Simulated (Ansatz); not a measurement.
# CH8ClNSi2: up Jacob's ladder to CCSD(T)

Aim: compute CH8ClNSi2 with functionals from several rungs and with coupled cluster, and see how far each lands from CCSD(T) at the basis-set limit for the atomisation energy.

Computed with Ansatz 0.2.0, Gaussian basis. Level: functionals in def2-TZVPP, the program's frozen cores in correlated methods.

Plan: LDA (SPW92), PBE-D4, revPBE-D4, BLYP-D4, r2SCAN-D4, B97M-V, PBE0-D4, B3LYP-D4, r2SCANh-D4, r2SCAN0-D4, HSE06-D4, BHLYP-D4, CAM-B3LYP-D4, LC-ωPBE, ωB97X-V, ωB97M-V, B2PLYP, PBE-QIDH; CCSD(T)/def2-SVP; CCSD(T)/def2-TZVPP; MP2/def2-QZVPP; extrapolation to the limit; RPA on PBE.

### Step 1. The geometry

The geometry comes from an earlier relaxation with PBE0-D4 in a triple-zeta def2 set; it is a stationary point, not always the lowest conformer.

SMILES `CN[SiH]([SiH3])Cl`, 13 atoms, charge 0, spin multiplicity 1.

Atoms are counted from 1 here; the program's logs count them from 0.

Bond lengths: C1–N2 1.449 Å, C1–H6 1.096 Å, C1–H7 1.093 Å, C1–H8 1.093 Å, N2–Si3 1.702 Å, N2–H9 1.009 Å, Si3–Si4 2.339 Å, Si3–Cl5 2.087 Å, Si3–H10 1.483 Å, Si4–H11 1.486 Å, Si4–H12 1.488 Å, Si4–H13 1.488 Å. Angles: N2–C1–H6 113.0°, N2–C1–H7 109.7°, N2–C1–H8 110.9°, H6–C1–H7 107.3°, H6–C1–H8 108.5°, H7–C1–H8 107.3°, C1–N2–Si3 124.8°, C1–N2–H9 113.4°, Si3–N2–H9 117.1°, N2–Si3–Si4 111.5°, N2–Si3–Cl5 114.1°, N2–Si3–H10 106.5°, Si4–Si3–Cl5 104.9°, Si4–Si3–H10 114.1°, Cl5–Si3–H10 105.8°, Si3–Si4–H11 109.1°, Si3–Si4–H12 110.7°, Si3–Si4–H13 110.3° and more.

### Step 2. LDA

This LDA is Slater exchange with PW92 correlation.

Input file in.yaml:

```yaml
crystal:
  periodic: [false, false, false]
  atoms:
    - {symbol: C, position_ang: [-1.600435, 0.458011, 0.910613]}
    - {symbol: N, position_ang: [-0.200900, 0.790826, 1.082525]}
    - {symbol: Si, position_ang: [0.990990, 0.628645, -0.121491]}
    - {symbol: Si, position_ang: [0.941492, -1.497639, -1.094527]}
    - {symbol: Cl, position_ang: [0.775727, 1.955504, -1.718143]}
    - {symbol: H, position_ang: [-2.201064, 1.302301, 0.553888]}
    - {symbol: H, position_ang: [-1.699795, -0.345230, 0.176743]}
    - {symbol: H, position_ang: [-2.032790, 0.097173, 1.847600]}
    - {symbol: H, position_ang: [-0.037473, 1.478582, 1.801925]}
    - {symbol: H, position_ang: [2.284772, 0.973065, 0.516669]}
    - {symbol: H, position_ang: [2.018813, -1.591936, -2.114278]}
    - {symbol: H, position_ang: [1.149396, -2.552526, -0.065786]}
    - {symbol: H, position_ang: [-0.368331, -1.731176, -1.760838]}
basis:
  gaussian: {orbitals: def2-TZVPP}
hamiltonian: {xc: lda}
output: {orbitals: {seedname: orbitals}}
```

After this run come: PBE-D4 (GGA); revPBE-D4 (GGA); BLYP-D4 (GGA); r2SCAN-D4 (meta-GGA); B97M-V (meta-GGA); PBE0-D4 (hybrid); B3LYP-D4 (hybrid); r2SCANh-D4 (hybrid); r2SCAN0-D4 (hybrid); HSE06-D4 (hybrid); BHLYP-D4 (hybrid); CAM-B3LYP-D4 (range-separated); LC-ωPBE (range-separated); ωB97X-V (range-separated); ωB97M-V (range-separated); B2PLYP (double hybrid); PBE-QIDH (double hybrid); CCSD(T) in def2-SVP; CCSD(T) in def2-TZVPP; MP2 in def2-QZVPP; RPA on PBE orbitals.

Before running them: what should the planned runs give, taken together? Wanted: atomisation energy, CCSD(T)/CBS; farthest beyond LDA; mean size of error, GGA; mean size of error, meta-GGA; mean size of error, hybrid; mean size of error, range-separated; mean size of error, double hybrid; gap, smallest and largest; T1 diagnostic.

As calculated:

```
                               quantity                                                                  value
        atomisation energy, CCSD(T)/CBS                                                          4330.4 kJ/mol
 functionals within 21.7 kJ/mol (0.5 %)  r2SCAN-D4, B97M-V, PBE0-D4, B3LYP-D4, HSE06-D4, CAM-B3LYP-D4, ωB97M-V
                    farthest beyond LDA                                                BHLYP-D4 (-81.9 kJ/mol)
                mean size of error, GGA                                                            37.8 kJ/mol
           mean size of error, meta-GGA                                                            11.4 kJ/mol
             mean size of error, hybrid                                                            32.6 kJ/mol
    mean size of error, range-separated                                                            23.8 kJ/mol
      mean size of error, double hybrid                                                            56.0 kJ/mol
              gap, smallest and largest                              4.89 eV (LDA (SPW92)), 12.02 eV (LC-ωPBE)
                          T1 diagnostic                                                                 0.0111
triples share of the correlation energy                                                                  3.8 %
```

What this shows: LDA overbinds by 530.6 kJ/mol (12 %). PBE-D4 is off by +22.0 kJ/mol. Double hybrids carry the basis error of their MP2 part in triple zeta, and no dispersion term here, so their miss is partly the set-up's. By mean error the best rung here is meta-GGA (11.4 kJ/mol) and the worst beyond LDA is double hybrid (56.0 kJ/mol). Misses under about 21.7 kJ/mol are within the doubt on the reference itself, which lacks core-valence correlation, relativity and higher excitations. Hartree-Fock recovers 74 % of the binding; the rest is correlation. CCSD(T) in def2-SVP is off by -300.5 kJ/mol, so the small basis spoils what the method gains. The gap grows from 4.9 to 12.0 eV across the functionals, mostly with the share of exact exchange.
